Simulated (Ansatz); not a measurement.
Below is the output of a Python script on the Ansatz DFT code, driven from Python that makes a ladder of methods at one geometry of C2H7AlFN, SMILES C[CH](N)[AlH][F]. Write a script that gives it. Settings (for the species named): LDA, cc-pVDZ basis, multiplicity 1. The script varies functional: lda, hse06, r2scan0, pbe, cam_b3lyp.

```yaml
atoms:
  - { symbol: C, position_ang: [-1.1830, 0.5622, -0.2977] }
  - { symbol: C, position_ang: [-0.1108, -0.4032, -0.0717] }
  - { symbol: N, position_ang: [-0.0880, -0.7733, 1.3271] }
  - { symbol: Al, position_ang: [1.7293, 0.4022, -0.6334] }
  - { symbol: F, position_ang: [2.2657, 1.8775, 0.1541] }
  - { symbol: H, position_ang: [-1.2698, 0.9105, -1.3833] }
  - { symbol: H, position_ang: [-2.1825, 0.1577, -0.0344] }
  - { symbol: H, position_ang: [-1.0377, 1.5355, 0.3007] }
  - { symbol: H, position_ang: [-0.2839, -1.2871, -0.6521] }
  - { symbol: H, position_ang: [0.6801, -1.5108, 1.4803] }
  - { symbol: H, position_ang: [-0.9715, -1.2325, 1.6140] }
  - { symbol: H, position_ang: [2.5291, -0.2939, -1.7695] }
```

`python c2h7alfn.py` gives:
```text
functional    E (Ha)        dipole (D)   HOMO (eV)  LUMO (eV)
lda           -474.565261     2.851      -4.896     -2.185
hse06         -477.097785     2.959      -5.922     -1.577
r2scan0       -477.307345     3.004      -6.526     -1.029
pbe           -477.069065     2.746      -4.844     -1.968
cam_b3lyp     -477.389027     2.916      -7.703     -0.253
```

The script that was run (others could print the same):

The script, `c2h7alfn.py`:
```python
# -*- coding: utf-8 -*-
"""One geometry of C2H7AlFN, method by method."""

from pathlib import Path

import ansatz as az
import numpy as np

SETTINGS = {
    "basis_set": "cc-pVDZ",
}

mol = (
    az.Crystal.molecule()
    .atom("C", (-1.183, 0.5622, -0.2977))
    .atom("C", (-0.1108, -0.4032, -0.0717))
    .atom("N", (-0.088, -0.7733, 1.3271))
    .atom("Al", (1.7293, 0.4022, -0.6334))
    .atom("F", (2.2657, 1.8775, 0.1541))
    .atom("H", (-1.2698, 0.9105, -1.3833))
    .atom("H", (-2.1825, 0.1577, -0.0344))
    .atom("H", (-1.0377, 1.5355, 0.3007))
    .atom("H", (-0.2839, -1.2871, -0.6521))
    .atom("H", (0.6801, -1.5108, 1.4803))
    .atom("H", (-0.9715, -1.2325, 1.614))
    .atom("H", (2.5291, -0.2939, -1.7695))
)

base = mol.calculation().basis(gaussian=SETTINGS["basis_set"])

print("functional    E (Ha)        dipole (D)   HOMO (eV)  LUMO (eV)")
for name in ["lda", "hse06", "r2scan0", "pbe", "cam_b3lyp"]:
    report = base.functional(name).forces().orbitals().run(threads=1, pin="off", runs_dir="runs").report
    lines = Path(report["orbitals_path"]).read_text().splitlines()
    field_of = lambda key: [line.split("=")[1].strip() for line in lines if line.startswith(key)]
    orbitals = [(27.211386 * float(e), s, float(n)) for e, s, n in zip(field_of("Ene="), field_of("Spin="), field_of("Occup="))]
    homo = max(e for e, _, n in orbitals if n > 0.5)
    lumo = min(e for e, _, n in orbitals if n < 0.5)
    dipole = 4.803205 * np.linalg.norm(report["charge_distribution"]["dipole_moment_e_ang"])
    print(f"{name:10s} {report['free_energy_ev'] / 27.211386246:14.6f} {dipole:9.3f} {homo:11.3f} {lumo:10.3f}")
```

Total energies depend on the basis set; only differences at equal settings carry meaning. The geometry is a force-field or estimated start, not a minimum of this method, and the basis set is short of its limit. A lower total doesn't mark the better method: functionals have no common bound, and MP2 and coupled cluster aren't variational. Levels such as HOMO and LUMO are orbital energies: with these approximate functionals they aren't the ionisation energy and electron affinity, and their gap isn't the fundamental gap. For Al to Cl the sets with a tight d function, cc-pV(X+d)Z, are usual. hse06 follows the composition of plane-wave codes, whose totals differ by tens of mHa, up to about 0.1 Ha, from the form usual in Gaussian-basis programs (wpbeh). Run time: 29 s on 1 thread of Arm Neoverse V1 (shared host), peak memory 0.33 GiB.
